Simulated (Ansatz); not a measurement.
# SnO with a defect (Pb on a Sn site): a single-point run

The task is a single point on SnO with a defect (Pb on a Sn site) that gives the gradients at the nuclei.

Method: Kohn-Sham DFT, with the functional, basis and potentials that each input names, in Ansatz 0.2.0.

## 1. The structure to begin with

Symmetry: P4mm, No. 99, tetragonal system. Conventional cell: a = 7.627 Å, b = 7.627 Å, c = 9.774 Å, α = 90.00°, β = 90.00°, γ = 90.00°. Pb (site symmetry 4mm) is surrounded by 4 O at 2.23 Å. Around Sn (site symmetry 4mm) lie 4 O at 2.23 Å. Around Sn (site symmetry 2mm) lie 4 O at 2.23 Å. Sn (site symmetry m) is surrounded by 4 O at 2.23 Å. Only part of the 12 independent sites is listed.

Structure file:

```
CELL_PARAMETERS angstrom
7.62739 0.00000 0.00000
0.00000 7.62739 0.00000
0.00000 0.00000 9.77383
ATOMIC_POSITIONS crystal
Pb 0.00000 0.25000 0.11769
Sn 0.00000 0.25000 0.61769
Sn 0.00000 0.75000 0.11769
Sn 0.00000 0.75000 0.61769
Sn 0.50000 0.25000 0.11769
Sn 0.50000 0.25000 0.61769
Sn 0.50000 0.75000 0.11769
Sn 0.50000 0.75000 0.61769
Sn 0.25000 0.00000 0.38231
Sn 0.25000 0.00000 0.88231
Sn 0.25000 0.50000 0.38231
Sn 0.25000 0.50000 0.88231
Sn 0.75000 0.00000 0.38231
Sn 0.75000 0.00000 0.88231
Sn 0.75000 0.50000 0.38231
Sn 0.75000 0.50000 0.88231
O 0.25000 0.25000 0.00000
O 0.25000 0.25000 0.50000
O 0.25000 0.75000 0.00000
O 0.25000 0.75000 0.50000
O 0.75000 0.25000 0.00000
O 0.75000 0.25000 0.50000
O 0.75000 0.75000 0.00000
O 0.75000 0.75000 0.50000
O 0.00000 0.00000 0.00000
O 0.00000 0.00000 0.50000
O 0.00000 0.50000 0.00000
O 0.00000 0.50000 0.50000
O 0.50000 0.00000 0.00000
O 0.50000 0.00000 0.50000
O 0.50000 0.50000 0.00000
O 0.50000 0.50000 0.50000
```

## 2. The run

input.yaml

```yaml
crystal:
  lattice:
    - [7.62739044, 0.0, 0.0]
    - [0.0, 7.62739044, 0.0]
    - [0.0, 0.0, 9.7738266]
  atoms:
    - { symbol: Pb, position: [0.0, 0.25, 0.11768693] }
    - { symbol: Sn, position: [0.0, 0.25, 0.61768693] }
    - { symbol: Sn, position: [0.0, 0.75, 0.11768693] }
    - { symbol: Sn, position: [0.0, 0.75, 0.61768693] }
    - { symbol: Sn, position: [0.5, 0.25, 0.11768693] }
    - { symbol: Sn, position: [0.5, 0.25, 0.61768693] }
    - { symbol: Sn, position: [0.5, 0.75, 0.11768693] }
    - { symbol: Sn, position: [0.5, 0.75, 0.61768693] }
    - { symbol: Sn, position: [0.25, 0.0, 0.38231307] }
    - { symbol: Sn, position: [0.25, 0.0, 0.88231307] }
    - { symbol: Sn, position: [0.25, 0.5, 0.38231307] }
    - { symbol: Sn, position: [0.25, 0.5, 0.88231307] }
    - { symbol: Sn, position: [0.75, 0.0, 0.38231307] }
    - { symbol: Sn, position: [0.75, 0.0, 0.88231307] }
    - { symbol: Sn, position: [0.75, 0.5, 0.38231307] }
    - { symbol: Sn, position: [0.75, 0.5, 0.88231307] }
    - { symbol: O, position: [0.25, 0.25, 0.0] }
    - { symbol: O, position: [0.25, 0.25, 0.5] }
    - { symbol: O, position: [0.25, 0.75, 0.0] }
    - { symbol: O, position: [0.25, 0.75, 0.5] }
    - { symbol: O, position: [0.75, 0.25, 0.0] }
    - { symbol: O, position: [0.75, 0.25, 0.5] }
    - { symbol: O, position: [0.75, 0.75, 0.0] }
    - { symbol: O, position: [0.75, 0.75, 0.5] }
    - { symbol: O, position: [0.0, 0.0, 0.0] }
    - { symbol: O, position: [0.0, 0.0, 0.5] }
    - { symbol: O, position: [0.0, 0.5, 0.0] }
    - { symbol: O, position: [0.0, 0.5, 0.5] }
    - { symbol: O, position: [0.5, 0.0, 0.0] }
    - { symbol: O, position: [0.5, 0.0, 0.5] }
    - { symbol: O, position: [0.5, 0.5, 0.0] }
    - { symbol: O, position: [0.5, 0.5, 0.5] }
kpoints:
  mp_grid: { grid: [3, 3, 2] }
scf:
  occupations: { method: fermi_dirac, width: 0.01 }
  max_iter: 75
hamiltonian:
  xc: pbe
  pseudopotentials: { kind: paw }
  hubbard: { sites: [{ species: Sn, l: p, u_eff: -5.0 }] }
output:
  forces: true
  stress: true
  populations: true
  efg:
    quadrupole_moments_barn: { Sn: -0.132, O: -0.02558 }
    contact_densities: true
```

Launch:

```console
> ansatz run input.yaml --threads 1 --pin off --max-ram 3072MiB --backend cpu --events-out ev --progress --plain --runs-dir out
```

Q: Will this input give a usable result? If not, why, and what should change?

This run ends as converged, with warnings (gradients without spin orbit). It gives a largest force of 2.9 eV/Å, which is large; a structure far from rest gives such values too, whatever the setting.

Look at the input: hamiltonian.hubbard.sites is [{species: Sn, l: p, u_eff: -5.0}]. The Hubbard parameter is far from any physical value.

To check: delete hamiltonian.hubbard.sites.
